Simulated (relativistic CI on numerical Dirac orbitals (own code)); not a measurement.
**4f ions of charge 5+: ground levels and radial parameters**

Each member is run with a single configuration, to see the trend of ground level, magnetic moment, spin-orbit coupling and shell size.

Program: relativistic CI on numerical Dirac orbitals (own code) version 3. Level of theory: Dirac-Coulomb-Breit CI, KLI orbitals optimised for each configuration, model QED (radiative potential, 1s self-energy scaled to tabulated hydrogen-like ionisation energies), valence Slater integrals scaled by 0.75. These are calculated values, not measurements, unless marked.

## Step 1: The atom as given

```
members      : Nd⁵⁺ [Xe] 4f, Pm⁵⁺ [Xe] 4f2, Sm⁵⁺ [Xe] 4f3, Eu⁵⁺ [Xe] 4f4, Gd⁵⁺ [Xe] 4f5, Tb⁵⁺ [Xe] 4f6
Slater scale : 0.75
```

## Step 2: Nd⁵⁺, [Xe] 4f

Settings of the run:

```ini
atom Nd  Z=60  charge=5  electrons=55
nucleus A=142  rms_radius_fm=4.9123
hamiltonian dirac-coulomb  breit=on  qed=on  c_scale=1
orbitals kli  potential=per-configuration
slater_scale 0.75
correlation none
mixing on
configurations
  [Xe] 4f
end
```

Run with:

```sh
> python run_levels.py task.json out
```

task.json lists these runs, among others, and the program works through them in turn.

## Step 3: Pm⁵⁺, [Xe] 4f2

Settings of the run:

```ini
atom Pm  Z=61  charge=5  electrons=56
nucleus A=145  rms_radius_fm=4.9620
hamiltonian dirac-coulomb  breit=on  qed=on  c_scale=1
orbitals kli  potential=per-configuration
slater_scale 0.75
correlation none
mixing on
configurations
  [Xe] 4f2
end
```

## Step 4: Sm⁵⁺, [Xe] 4f3

Settings of the run:

```ini
atom Sm  Z=62  charge=5  electrons=57
nucleus A=152  rms_radius_fm=5.0819
hamiltonian dirac-coulomb  breit=on  qed=on  c_scale=1
orbitals kli  potential=per-configuration
slater_scale 0.75
correlation none
mixing on
configurations
  [Xe] 4f3
end
```

## Step 5: Eu⁵⁺, [Xe] 4f4

Settings of the run:

```ini
atom Eu  Z=63  charge=5  electrons=58
nucleus A=153  rms_radius_fm=5.1115
hamiltonian dirac-coulomb  breit=on  qed=on  c_scale=1
orbitals kli  potential=per-configuration
slater_scale 0.75
correlation none
mixing on
configurations
  [Xe] 4f4
end
```

## Step 6: Gd⁵⁺, [Xe] 4f5

Settings of the run:

```ini
atom Gd  Z=64  charge=5  electrons=59
nucleus A=158  rms_radius_fm=5.1569
hamiltonian dirac-coulomb  breit=on  qed=on  c_scale=1
orbitals kli  potential=per-configuration
slater_scale 0.75
correlation none
mixing on
configurations
  [Xe] 4f5
end
```

## Step 7: Tb⁵⁺, [Xe] 4f6

Settings of the run:

```ini
atom Tb  Z=65  charge=5  electrons=60
nucleus A=159  rms_radius_fm=5.0600
hamiltonian dirac-coulomb  breit=on  qed=on  c_scale=1
orbitals kli  potential=per-configuration
slater_scale 0.75
correlation none
mixing on
configurations
  [Xe] 4f6
end
```

(Steps that only read results are left out.)

**Question.** What will these runs give? Wanted: lowest levels; largest moment; ζ, first and last; <r>, first and last.

**Answer**, as computed:

| quantity | value |
| --- | --- |
| lowest levels | Nd⁵⁺ 2F°5/2, Pm⁵⁺ 3H4, Sm⁵⁺ 4I°9/2, Eu⁵⁺ 5I4, Gd⁵⁺ 6H°5/2, Tb⁵⁺ 7F0 |
| largest moment | 3.66 μB (Sm⁵⁺) |
| ζ, first and last | 4f 1060, 4f 1940 cm⁻¹ |
| <r>, first and last | 4f 0.850, 4f 0.744 bohr |

**Reading.** From first to last member the 4f radius falls by 13 % without a break. ζ rises by a factor of 1.8 along the series. The largest moment belongs to Sm⁵⁺. All lowest levels keep an LS purity of 70 % or more. For Nd⁵⁺ NIST tabulates another ground level. For Gd⁵⁺ NIST tabulates another ground level.
